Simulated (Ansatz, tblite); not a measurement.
# Si(OMe)2 (C₂H₆O₂Si): rung by rung

How do method and basis change the picture of Si(OMe)2 (C₂H₆O₂Si) (singlet)?

Method: as each input shows; program: Ansatz 0.2.0, Gaussian basis.

The runs, in order: GFN1-xTB, GFN2-xTB, PBE-D4/def2-TZVP, r2SCAN-D4/def2-TZVP, HF/def2-TZVP, CAM-B3LYP-D4/def2-TZVP, BLYP-D4/def2-TZVP, PBE-D4/def2-SVP, PBE0-D4/def2-SVP, HF/STO-3G, CCSD(T)/def2-SVP, MP2/def2-TZVP.

2 further runs of the same task are left out: 2 set aside as unsound or not needed.

**1. The relaxed structure**

The geometry is that of the singlet, from an earlier relaxation (PBE0-D4/def2-SVP).

11 atoms, charge 0, spin multiplicity 1.

Bond lengths: C1–O3 1.401 Å, C1–H6 1.102 Å, C1–H7 1.102 Å, C1–H8 1.107 Å, C2–O4 1.401 Å, C2–H9 1.107 Å, C2–H10 1.102 Å, C2–H11 1.102 Å, O3–Si5 1.665 Å, O4–Si5 1.665 Å. Angles: O3–C1–H6 109.9°, O3–C1–H7 110.0°, O3–C1–H8 112.9°, H6–C1–H7 107.9°, H6–C1–H8 108.0°, H7–C1–H8 108.0°, O4–C2–H9 112.9°, O4–C2–H10 109.9°, O4–C2–H11 110.0°, H9–C2–H10 108.0°, H9–C2–H11 108.0°, H10–C2–H11 107.9°, C1–O3–Si5 125.1°, C2–O4–Si5 125.1°, O3–Si5–O4 97.5°.

Geometry (Å):

```mol
C2H6O2Si
  3D, bonds by distance, orders not assigned

 11 10  0  0  0  0  0  0  0  0999 V2000
    2.6099   -0.1278    0.0409 C   0  0
   -2.6129    0.0431    0.0249 C   0  0
    1.2405   -0.3447    0.2384 O   0  0
   -1.2618   -0.2628    0.2308 O   0  0
    0.0198    0.5641   -0.4377 Si  0  0
    3.0752   -1.0314   -0.3853 H   0  0
    3.1006    0.0828    1.0051 H   0  0
    2.8178    0.7186   -0.6411 H   0  0
   -2.7602    0.9162   -0.6388 H   0  0
   -3.0996    0.2618    0.9894 H   0  0
   -3.1293   -0.8197   -0.4266 H   0  0
  1  3  8  0
  1  6  8  0
  1  7  8  0
  1  8  8  0
  2  4  8  0
  2  9  8  0
  2 10  8  0
  2 11  8  0
  3  5  8  0
  4  5  8  0
M  END
```

PBE0-D4/def2-TZVP was run before; its log isn't repeated, and its numbers join the tables.

**2. GFN1-xTB**

Tight binding, by tblite at 300 K electronic temperature and without a spin-polarisation term:

```python
tblite.interface.Calculator('GFN1-xTB', numbers, positions, charge=0, uhf=0).singlepoint()
```

Energy -511.4205 eV, HOMO -9.97 eV, LUMO -5.66 eV; 0.01 s.

**3. GFN2-xTB**

Tight binding, by tblite at 300 K electronic temperature and without a spin-polarisation term:

```python
tblite.interface.Calculator('GFN2-xTB', numbers, positions, charge=0, uhf=0).singlepoint()
```

Energy -468.9859 eV, HOMO -9.59 eV, LUMO -6.11 eV; 0.006 s.

**4. PBE-D4/def2-TZVP**

start.molden holds the orbitals of an earlier run on this state, given as this run's starting guess.

in.yaml

```yaml
crystal:
  periodic: [false, false, false]
  atoms:
    - {symbol: C, position_ang: [2.609928, -0.127793, 0.040861]}
    - {symbol: C, position_ang: [-2.612905, 0.043062, 0.024943]}
    - {symbol: O, position_ang: [1.240458, -0.344663, 0.238441]}
    - {symbol: O, position_ang: [-1.261789, -0.262835, 0.230781]}
    - {symbol: Si, position_ang: [0.019751, 0.564061, -0.437714]}
    - {symbol: H, position_ang: [3.075222, -1.031448, -0.385303]}
    - {symbol: H, position_ang: [3.100633, 0.082750, 1.005110]}
    - {symbol: H, position_ang: [2.817788, 0.718587, -0.641106]}
    - {symbol: H, position_ang: [-2.760204, 0.916233, -0.638809]}
    - {symbol: H, position_ang: [-3.099558, 0.261760, 0.989424]}
    - {symbol: H, position_ang: [-3.129305, -0.819704, -0.426628]}
basis:
  gaussian: {orbitals: def2-TZVP, initial_orbitals: start.molden}
hamiltonian: {xc: pbe, dispersion: d4}
scf: {omitted_lower_state_checks: [starts]}
output: {forces: true, orbitals: {seedname: orbitals}}
```

Started as:

```
$ ansatz run in.yaml --threads 2 --pin off --events-out ev --progress --plain --max-ram 4352MiB
```

Output, cut to the lines that bear on the results:

```text
Functional definition: PBE
  name "PBE"
  cite "Perdew, Burke & Ernzerhof, Phys. Rev. Lett. 77, 3865 (1996) doi:10.1103/PhysRevLett.77.3865"
  parent pbe
[...]
1178 factors; their error is unknown
[...]
mean field -14135.88179793 eV, -519.4840744289 hartree, gradient 1.5e-5 eV, S^2 0.000000; 0 other end points of the search recorded, 0 dependent functions left out
[...]
reference -14135.88184454 eV, -519.4840761419 hartree; 24, 24 occupied and 173, 173 virtual orbitals, 1178 factors
Total energy: -14136.08148288 eV, -519.4914127155 hartree
Atom 0 at     2.609928    -0.127793     0.040861 Å, force     0.715117     0.151324    -0.133247 eV/Å
Atom 1 at    -2.612905     0.043062     0.024943 Å, force    -0.704056     0.198451    -0.136613 eV/Å
Atom 2 at     1.240458    -0.344663     0.238441 Å, force    -0.658433    -0.191177     0.165077 eV/Å
Atom 3 at    -1.261789    -0.262835     0.230781 Å, force     0.643580    -0.236297     0.167782 eV/Å
Atom 4 at     0.019751     0.564061    -0.437714 Å, force     0.003785     0.089441    -0.071310 eV/Å
Atom 5 at     3.075222    -1.031448    -0.385303 Å, force    -0.037016     0.005114     0.002351 eV/Å
Atom 6 at     3.100633     0.082750     1.005110 Å, force    -0.036503    -0.002668    -0.004430 eV/Å
Atom 7 at     2.817788     0.718587    -0.641106 Å, force    -0.017076    -0.005640     0.006219 eV/Å
Atom 8 at    -2.760204     0.916233    -0.638809 Å, force     0.015730    -0.008416     0.005379 eV/Å
Atom 9 at    -3.099558     0.261760     0.989424 Å, force     0.037120    -0.003640    -0.005930 eV/Å
Atom 10 at    -3.129305    -0.819704    -0.426628 Å, force     0.037751     0.003507     0.004723 eV/Å
Dipole moment:     0.003306     0.093888    -0.072176 e Å
Checks for a lower state left out: starts
```

Wall time 3.4 s (2 threads of Intel Xeon Platinum 8259CL at 2.50GHz, shared host).

HOMO -5.62 eV, LUMO -1.93 eV.

**5. r2SCAN-D4/def2-TZVP**

Edit in.yaml of step 4 so:

```diff
@@ -16,4 +16,4 @@
   gaussian: {orbitals: def2-TZVP, initial_orbitals: start.molden}
-hamiltonian: {xc: pbe, dispersion: d4}
+hamiltonian: {xc: r2scan, dispersion: d4}
 scf: {omitted_lower_state_checks: [starts]}
-output: {forces: true, orbitals: {seedname: orbitals}}
+output: {orbitals: {seedname: orbitals}}
```

The command is unchanged.

Output:

```text
Functional definition: r2SCAN
  name "r2SCAN"
  cite "Furness, Kaplan, Ning, Perdew & Sun, J. Phys. Chem. Lett. 11, 8208 (2020) doi:10.1021/acs.jpclett.0c02405"
  cite "Furness, Kaplan, Ning, Perdew & Sun, J. Phys. Chem. Lett. 11, 9248 (2020) doi:10.1021/acs.jpclett.0c03077"
  parent r2scan
  parameter k0 = 0.174
  parameter k1 = 0.065
  parameter a1 = 4.9479
  exchange = r2scan_x(k0 = k0, k1 = k1, a1 = a1)
  correlation = r2scan_c
these checks for a lower state are left out or cut short: starts
1178 factors; their error is unknown
mean field evaluation 1: about -14143.0643 eV, gradient 6.2e0 eV
mean field evaluation 2: about -14143.1082 eV, gradient 5.8e-2 eV
mean field evaluation 4: about -14143.0847 eV, gradient 2.9e-4 eV
mean field -14143.08466494 eV, -519.7487749094 hartree, gradient 1.5e-5 eV, S^2 0.000000; 0 other end points of the search recorded, 0 dependent functions left out
reference -14143.08467809 eV, -519.7487753929 hartree; 24, 24 occupied and 173, 173 virtual orbitals, 1178 factors
Total energy: -14143.13407548 eV, -519.7505907133 hartree
Checks for a lower state left out: starts
```

It took 4.2 s on 2 threads of Intel Xeon Platinum 8259CL at 2.50GHz, shared host.

HOMO -5.84 eV, LUMO -1.85 eV.

**6. HF/def2-TZVP**

Edit in.yaml of step 5 so:

```diff
@@ -16,3 +16,3 @@
   gaussian: {orbitals: def2-TZVP, initial_orbitals: start.molden}
-hamiltonian: {xc: r2scan, dispersion: d4}
+hamiltonian: {xc: hf}
 scf: {omitted_lower_state_checks: [starts]}
```

The command is unchanged.

Output:

```text
Functional definition: HF
  name "HF"
  cite "Fock, Z. Phys. 61, 126 (1930) doi:10.1007/BF01340294"
  parent pbe
  exchange = exact_x
  correlation = 0
these checks for a lower state are left out or cut short: starts
1402 factors; their error is unknown
mean field evaluation 1: about -14095.1997 eV, gradient 3.0e1 eV
mean field evaluation 2: about -14096.0827 eV, gradient 1.0e0 eV
mean field evaluation 4: about -14096.3104 eV, gradient 5.8e-1 eV
mean field -14096.31066276 eV, -518.0298620339 hartree, gradient 1.1e-5 eV, S^2 0.000000; 0 other end points of the search recorded, 0 dependent functions left out
reference -14096.31066276 eV, -518.0298620339 hartree; 24, 24 occupied and 173, 173 virtual orbitals, 1402 factors
Total energy: -14096.31066276 eV, -518.0298620339 hartree
Checks for a lower state left out: starts
```

Wall time 2.3 s (2 threads of Intel Xeon Platinum 8259CL at 2.50GHz, shared host).

HOMO -9.48 eV, LUMO 1.87 eV.

**7. CAM-B3LYP-D4/def2-TZVP**

Edit in.yaml of step 6 so:

```diff
@@ -16,3 +16,3 @@
   gaussian: {orbitals: def2-TZVP, initial_orbitals: start.molden}
-hamiltonian: {xc: hf}
+hamiltonian: {xc: {name: CAM-B3LYP}, dispersion: d4}
 scf: {omitted_lower_state_checks: [starts]}
```

Same command.

Output, cut to the lines that bear on the results:

```text
Functional definition: CAM-B3LYP
  name "CAM-B3LYP"
  cite "Yanai, Tew & Handy, Chem. Phys. Lett. 393, 51 (2004) doi:10.1016/j.cplett.2004.06.011"
  cite "Iikura, Tsuneda, Yanai & Hirao, J. Chem. Phys. 115, 3540 (2001) doi:10.1063/1.1383587"
  cite "Becke, Phys. Rev. A 38, 3098 (1988) doi:10.1103/PhysRevA.38.3098"
  cite "Lee, Yang & Parr, Phys. Rev. B 37, 785 (1988) doi:10.1103/PhysRevB.37.785"
  cite "Vosko, Wilk & Nusair, Can. J. Phys. 58, 1200 (1980) doi:10.1139/p80-159"
[...]
  # Exact exchange under (alpha + beta erf(omega r))/r, Becke's under what is left of 1/r.
[...]
1187 factors; their error is unknown
327 factors; integrals over basis functions are off by at most 1.3e-5 eV
[...]
mean field -14145.01271700 eV, -519.8196295156 hartree, gradient 1.3e-5 eV, S^2 0.000000; 0 other end points of the search recorded, 0 dependent functions left out
reference -14145.01286266 eV, -519.8196348685 hartree; 24, 24 occupied and 173, 173 virtual orbitals, 1187 factors
Total energy: -14145.18195884 eV, -519.8258490388 hartree
Checks for a lower state left out: starts
```

Wall time 4.1 s (2 threads of Intel Xeon Platinum 8259CL at 2.50GHz, shared host).

From the report: HOMO -8.14 eV, LUMO -0.06 eV.

**8. BLYP-D4/def2-TZVP**

Edit in.yaml of step 7 so:

```diff
@@ -16,3 +16,3 @@
   gaussian: {orbitals: def2-TZVP, initial_orbitals: start.molden}
-hamiltonian: {xc: {name: CAM-B3LYP}, dispersion: d4}
+hamiltonian: {xc: {name: BLYP}, dispersion: d4}
 scf: {omitted_lower_state_checks: [starts]}
```

Same command.

Output:

```text
Functional definition: BLYP
  name "BLYP"
  cite "Becke, Phys. Rev. A 38, 3098 (1988) doi:10.1103/PhysRevA.38.3098"
  cite "Lee, Yang & Parr, Phys. Rev. B 37, 785 (1988) doi:10.1103/PhysRevB.37.785"
  parameter beta = 0.0042
  parameter a = 0.04918
  parameter b = 0.132
  parameter c = 0.2533
  parameter d = 0.349
  exchange = b88_x(beta = beta)
  correlation = lyp_c(a = a, b = b, c = c, d = d)
these checks for a lower state are left out or cut short: starts
1178 factors; their error is unknown
mean field evaluation 1: about -14145.3562 eV, gradient 1.6e1 eV
mean field evaluation 2: about -14145.6147 eV, gradient 2.4e-1 eV
mean field evaluation 4: about -14145.5903 eV, gradient 7.9e-4 eV
mean field -14145.59029914 eV, -519.8408552680 hartree, gradient 1.0e-5 eV, S^2 0.000000; 0 other end points of the search recorded, 0 dependent functions left out
reference -14145.59070617 eV, -519.8408702260 hartree; 24, 24 occupied and 173, 173 virtual orbitals, 1178 factors
Total energy: -14146.03621824 eV, -519.8572424926 hartree
Checks for a lower state left out: starts
```

Wall time 2.6 s (2 threads of Intel Xeon Platinum 8259CL at 2.50GHz, shared host).

Report: HOMO -5.50 eV, LUMO -1.80 eV.

**9. PBE-D4/def2-SVP**

Edit in.yaml of step 8 so:

```diff
@@ -15,4 +15,4 @@
 basis:
-  gaussian: {orbitals: def2-TZVP, initial_orbitals: start.molden}
-hamiltonian: {xc: {name: BLYP}, dispersion: d4}
+  gaussian: {orbitals: def2-SVP, initial_orbitals: start.molden}
+hamiltonian: {xc: pbe, dispersion: d4}
 scf: {omitted_lower_state_checks: [starts]}
```

Same command.

Output:

```text
Functional definition: PBE
  name "PBE"
  cite "Perdew, Burke & Ernzerhof, Phys. Rev. Lett. 77, 3865 (1996) doi:10.1103/PhysRevLett.77.3865"
  parent pbe
  parameter kappa = 0.804
  parameter beta = 0.06672455060314922
  exchange = pbe_x(kappa = kappa, mu = beta*pi^2/3)
  correlation = pbe_c(beta = beta)
these checks for a lower state are left out or cut short: starts
1146 factors; their error is unknown
mean field evaluation 1: about -14125.3559 eV, gradient 9.8e0 eV
mean field evaluation 2: about -14125.6200 eV, gradient 2.2e-1 eV
mean field evaluation 4: about -14125.5653 eV, gradient 3.2e-4 eV
mean field -14125.56526770 eV, -519.1049489359 hartree, gradient 1.2e-5 eV, S^2 0.000000; 0 other end points of the search recorded, 0 dependent functions left out
reference -14125.56530495 eV, -519.1049503049 hartree; 24, 24 occupied and 80, 80 virtual orbitals, 1146 factors
Total energy: -14125.76494329 eV, -519.1122868786 hartree
Checks for a lower state left out: starts
```

It took 1.6 s on 2 threads of Intel Xeon Platinum 8259CL at 2.50GHz, shared host.

HOMO -5.49 eV, LUMO -1.73 eV.

**10. PBE0-D4/def2-SVP**

Edit in.yaml of step 9 so:

```diff
@@ -16,3 +16,3 @@
   gaussian: {orbitals: def2-SVP, initial_orbitals: start.molden}
-hamiltonian: {xc: pbe, dispersion: d4}
+hamiltonian: {xc: pbe0, dispersion: d4}
 scf: {omitted_lower_state_checks: [starts]}
```

The command is unchanged.

Output:

```text
Functional definition: PBE0
  name "PBE0"
  cite "Adamo & Barone, J. Chem. Phys. 110, 6158 (1999) doi:10.1063/1.478522"
  cite "Perdew, Burke & Ernzerhof, Phys. Rev. Lett. 77, 3865 (1996) doi:10.1103/PhysRevLett.77.3865"
  parent pbe
  parameter a = 0.25
  parameter kappa = 0.804
  parameter beta = 0.06672455060314922
  exchange = (1 - a)*pbe_x(kappa = kappa, mu = beta*pi^2/3) + a*exact_x
  correlation = pbe_c(beta = beta)
these checks for a lower state are left out or cut short: starts
1146 factors; their error is unknown
mean field evaluation 1: about -14126.3702 eV, gradient 8.4e0 eV
mean field evaluation 2: about -14126.5342 eV, gradient 1.2e-1 eV
mean field evaluation 4: about -14126.5961 eV, gradient 1.1e-4 eV
mean field -14126.59610303 eV, -519.1428314356 hartree, gradient 1.2e-5 eV, S^2 0.000000; 0 other end points of the search recorded, 0 dependent functions left out
reference -14126.59613215 eV, -519.1428325058 hartree; 24, 24 occupied and 80, 80 virtual orbitals, 1146 factors
Total energy: -14126.76378011 eV, -519.1489934548 hartree
Checks for a lower state left out: starts
```

It took 2 s on 2 threads of Intel Xeon Platinum 8259CL at 2.50GHz, shared host.

Report: HOMO -6.73 eV, LUMO -0.94 eV.

**11. HF/STO-3G**

Edit in.yaml of step 10 so:

```diff
@@ -15,4 +15,4 @@
 basis:
-  gaussian: {orbitals: def2-SVP, initial_orbitals: start.molden}
-hamiltonian: {xc: pbe0, dispersion: d4}
+  gaussian: {orbitals: STO-3G}
+hamiltonian: {xc: hf}
 scf: {omitted_lower_state_checks: [starts]}
```

Launched as before.

Output:

```text
Functional definition: HF
  name "HF"
  cite "Fock, Z. Phys. 61, 126 (1930) doi:10.1007/BF01340294"
  parent pbe
  exchange = exact_x
  correlation = 0
these checks for a lower state are left out or cut short: starts
471 factors; integrals over basis functions are off by at most 2.9e-5 eV
mean field evaluation 1: about -13918.3904 eV, gradient 2.9e1 eV
mean field evaluation 2: about -13918.6276 eV, gradient 2.9e1 eV
mean field evaluation 4: about -13921.4772 eV, gradient 1.8e0 eV
mean field evaluation 8: about -13921.4912 eV, gradient 4.0e-2 eV
mean field -13921.49123286 eV, -511.6053664821 hartree, gradient 7.8e-6 eV, S^2 0.000000; 0 other end points of the search recorded, 0 dependent functions left out
reference -13921.49123286 eV, -511.6053664821 hartree; 24, 24 occupied and 11, 11 virtual orbitals, 471 factors
Total energy: -13921.49123286 eV, -511.6053664821 hartree
Checks for a lower state left out: starts
```

Wall time 0.25 s (2 threads of Intel Xeon Platinum 8259CL at 2.50GHz, shared host).

Report: HOMO -6.12 eV, LUMO 7.29 eV.

**12. CCSD(T)/def2-SVP**

Edit in.yaml of step 11 so:

```diff
@@ -15,4 +15,4 @@
 basis:
-  gaussian: {orbitals: STO-3G}
-hamiltonian: {xc: hf}
+  gaussian: {orbitals: def2-SVP, initial_orbitals: start.molden}
+correlation: {method: ccsd_t}
 scf: {omitted_lower_state_checks: [starts]}
```

Same command.

Output, cut to the lines that bear on the results:

```text
Functional definition: HF
  name "HF"
  cite "Fock, Z. Phys. 61, 126 (1930) doi:10.1007/BF01340294"
  parent pbe
[...]
1027 factors; integrals over basis functions are off by at most 1.4e-3 eV
[...]
mean field -14085.90129766 eV, -517.6473249222 hartree, gradient 1.8e-6 eV, S^2 0.000000; 0 other end points of the search recorded, 0 dependent functions left out
9 core orbitals not correlated: weight in the atoms' cores, before any rotation towards them, 1.000 or more for the frozen orbitals, at most 0.000 for the correlated occupied ones
reference -14085.90129766 eV, -517.6473249222 hartree; 15, 15 occupied and 80, 80 virtual orbitals, 1027 factors
second order -19.93938454 eV of doubles, -0.00000000 eV of singles
cycle   1  -20.53331087 eV  change   -5.9e-1 eV  update   1.2e-1
[...]
cycle  10  -21.26644159 eV  change    9.1e-7 eV  update   9.3e-6
perturbative correction -0.57560793 eV, -0.0211532013 hartree
Total energy: -14107.74334719 eV, -518.4500054372 hartree
Checks for a lower state left out: starts
```

Wall time 8.5 s (2 threads of Intel Xeon Platinum 8259CL at 2.50GHz, shared host).

Report: Hartree-Fock HOMO -9.47 eV, LUMO 2.28 eV; T1 0.015.

**13. MP2/def2-TZVP**

Edit in.yaml of step 12 so:

```diff
@@ -15,4 +15,4 @@
 basis:
-  gaussian: {orbitals: def2-SVP, initial_orbitals: start.molden}
-correlation: {method: ccsd_t}
+  gaussian: {orbitals: def2-TZVP, initial_orbitals: start.molden}
+correlation: {method: mp2}
 scf: {omitted_lower_state_checks: [starts]}
```

Launched as before.

Output:

```text
Functional definition: HF
  name "HF"
  cite "Fock, Z. Phys. 61, 126 (1930) doi:10.1007/BF01340294"
  parent pbe
  exchange = exact_x
  correlation = 0
these checks for a lower state are left out or cut short: starts
1322 factors; integrals over basis functions are off by at most 1.1e-3 eV
mean field evaluation 1: about -14095.1092 eV, gradient 3.0e1 eV
mean field evaluation 2: about -14095.9811 eV, gradient 1.0e0 eV
mean field evaluation 4: about -14096.3108 eV, gradient 1.5e-2 eV
mean field evaluation 8: about -14096.3108 eV, gradient 1.8e-6 eV
mean field -14096.31084856 eV, -518.0298688619 hartree, gradient 8.2e-6 eV, S^2 0.000000; 0 other end points of the search recorded, 0 dependent functions left out
9 core orbitals not correlated: weight in the atoms' cores, before any rotation towards them, 1.000 or more for the frozen orbitals, at most 0.000 for the correlated occupied ones
reference -14096.31084856 eV, -518.0298688619 hartree; 15, 15 occupied and 173, 173 virtual orbitals, 1322 factors
second order -24.61017439 eV of doubles, -0.00000000 eV of singles
Total energy: -14120.92102295 eV, -518.9342760894 hartree
Checks for a lower state left out: starts
```

It took 3.6 s on 2 threads of Intel Xeon Platinum 8259CL at 2.50GHz, shared host.

From the report: Hartree-Fock HOMO -9.48 eV, LUMO 1.87 eV.

**14. Comparison**

```
                 level  functions  HOMO (eV)  LUMO (eV)  gap (eV)    time
             HF/STO-3G         35      -6.12       7.29     13.41  0.25 s
          HF/def2-TZVP        197      -9.48       1.87     11.35   2.3 s
       PBE-D4/def2-SVP        104      -5.49      -1.73      3.77   1.6 s
      PBE-D4/def2-TZVP        197      -5.62      -1.93      3.68   3.4 s
     BLYP-D4/def2-TZVP        197      -5.50      -1.80      3.70   2.6 s
   r2SCAN-D4/def2-TZVP        197      -5.84      -1.85      3.99   4.2 s
      PBE0-D4/def2-SVP        104      -6.73      -0.94      5.79     2 s
     PBE0-D4/def2-TZVP        197      -6.80      -1.14      5.66   3.7 s
CAM-B3LYP-D4/def2-TZVP        197      -8.14      -0.06      8.09   4.1 s
```

Energy pieces by basis (eV):

| basis | HF | MP2 correlation | CCSD correlation | (T) | total |
| --- | --- | --- | --- | --- | --- |
| def2-SVP | -14085.9013 | -19.9394 | -21.2664 | -0.5756 | -14107.7433 |
| def2-TZVP | -14096.3108 | -24.6102 |  |  | -14120.9210 (MP2) |

**15. Binding energy**

Free atoms were run apart at each level; binding is atoms less cluster, divided by the number of atoms, without zero-point or spin-orbit terms.

Differences are taken before rounding.

```csv
method,binding an atom (eV),from CCSD(T)/def2-SVP (eV),time
HF/STO-3G,3.301,-0.491,0.25 s
HF/def2-SVP,2.889,-0.903,
HF/def2-TZVP,2.879,-0.913,2.3 s
PBE-D4/def2-SVP,4.118,+0.325,1.6 s
PBE-D4/def2-TZVP,4.105,+0.313,3.4 s
BLYP-D4/def2-TZVP,4.035,+0.243,2.6 s
r2SCAN-D4/def2-TZVP,4.024,+0.232,4.2 s
PBE0-D4/def2-SVP,4.018,+0.226,2 s
PBE0-D4/def2-TZVP,4.011,+0.218,3.7 s
CAM-B3LYP-D4/def2-TZVP,4.046,+0.254,4.1 s
MP2/def2-SVP,3.845,+0.053,
MP2/def2-TZVP,3.953,+0.161,3.6 s
CCSD/def2-SVP,3.752,-0.041,
CCSD(T)/def2-SVP,3.792,0,8.5 s
```

Among the levels timed on like hardware and quicker than the yardstick, those that no quicker one beats, quickest first: HF/STO-3G (0.25 s, -0.491 eV); PBE-D4/def2-SVP (1.6 s, +0.325 eV); PBE0-D4/def2-SVP (2 s, +0.226 eV); MP2/def2-TZVP (3.6 s, +0.161 eV).

**16. Results**

```
                                                                  quantity                            value
gap in def2-TZVP, named functionals and Hartree-Fock, smallest and largest  3.68 eV (PBE-D4), 11.35 eV (HF)
                                      correlation energy, CCSD(T)/def2-SVP                        -21.84 eV
                                         correlation energy, MP2/def2-TZVP                        -24.61 eV
                                         binding an atom, CCSD(T)/def2-SVP                         3.792 eV
                           PBE0 total energy, smallest basis above largest   10.23 eV (def2-SVP, def2-TZVP)
```

What this shows: Over the named functionals and Hartree-Fock in def2-TZVP the gap runs from 3.68 eV (PBE-D4) to 11.35 eV (HF); exact exchange widens it. A small miss in a minimal or small basis is a cancelling of errors, not accuracy. The functionals in def2-TZVP miss CCSD(T)/def2-SVP by +0.218 (PBE0-D4) to +0.313 eV (PBE-D4) an atom. The yardstick is in a double-zeta basis, so levels in larger sets aren't compared like for like. The reference is CCSD(T) in one finite basis, so it carries an error of its own, often a tenth of an eV or more, and near misses can't be ranked.

MP2/def2-TZVP reaches 0.161 eV from the reference in 3.6 s, where CCSD(T)/def2-SVP took 8.5 s; the quickest level in the cost chart, HF/STO-3G, takes 0.25 s and misses by 0.491 eV. The slowest run with a step of its own, CCSD(T)/def2-SVP, took 8.5 s; the quickest functional in def2-TZVP took 2.6 s (shared host).
